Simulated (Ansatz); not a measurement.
# ClH4NO2Zr: the cost of one run

Program: Ansatz 0.2.0. Level of theory: RKS revPBE-D4/def2-SVP. These are calculated values, not measurements.

## (1) The starting structure

Bond lengths: Zr1–N2 2.210 Å, N2–H3 1.060 Å, N2–H4 1.060 Å, Zr1–O5 2.070 Å, O5–H6 1.010 Å, Zr1–O7 2.069 Å, O7–H8 1.010 Å, Zr1–Cl9 2.518 Å. Angles: Zr1–N2–H3 120.0°, Zr1–N2–H4 120.0°, H3–N2–H4 120.0°, N2–Zr1–O5 109.4°, N2–Zr1–O7 109.5°, N2–Zr1–Cl9 109.5°, O5–Zr1–O7 109.5°, O5–Zr1–Cl9 109.5°, O7–Zr1–Cl9 109.5°, Zr1–O5–H6 109.5°, Zr1–O7–H8 109.5°.

Structure file:

```xyz
9

Zr    0.0000    0.0000    0.0000
N     0.0000    0.0000    2.2100
H    -0.8770   -0.2713    2.7400
H     0.8770    0.2713    2.7400
O     1.9520    0.0000   -0.6893
H     2.2684   -0.9521   -0.8060
O    -0.9750    1.6891   -0.6893
H    -1.9328    1.4584   -0.9117
Cl   -1.1869   -2.0563   -0.8392
```

## (2) Preparing the start

The input, input.yaml:

```yaml
crystal:
  periodic: [false, false, false]
  atoms:
    - { symbol: Zr, position_ang: [0.0, 0.0, 0.0] }
    - { symbol: "N", position_ang: [0.0, 0.0, 2.21] }
    - { symbol: H, position_ang: [-0.877, -0.2713, 2.74] }
    - { symbol: H, position_ang: [0.877, 0.2713, 2.74] }
    - { symbol: O, position_ang: [1.952, 0.0, -0.6893] }
    - { symbol: H, position_ang: [2.2684, -0.9521, -0.806] }
    - { symbol: O, position_ang: [-0.975, 1.6891, -0.6893] }
    - { symbol: H, position_ang: [-1.9328, 1.4584, -0.9117] }
    - { symbol: Cl, position_ang: [-1.1869, -2.0563, -0.8392] }
basis:
  gaussian: { orbitals: def2-SVP }
hamiltonian:
  xc: revpbe
  dispersion: d4
relax:
  f_tol: 0.02
  max_steps: 40
output:
  orbitals: {}
```

Started as:

```
$ ansatz run input.yaml --threads 2 --pin off --max-ram 3072MiB --backend cpu --events-out ev --progress --plain --runs-dir out
```

What time and memory should one allow on 2 threads of Arm Neoverse V1, shared host?

About 38 s, with a peak of 0.16 GiB.
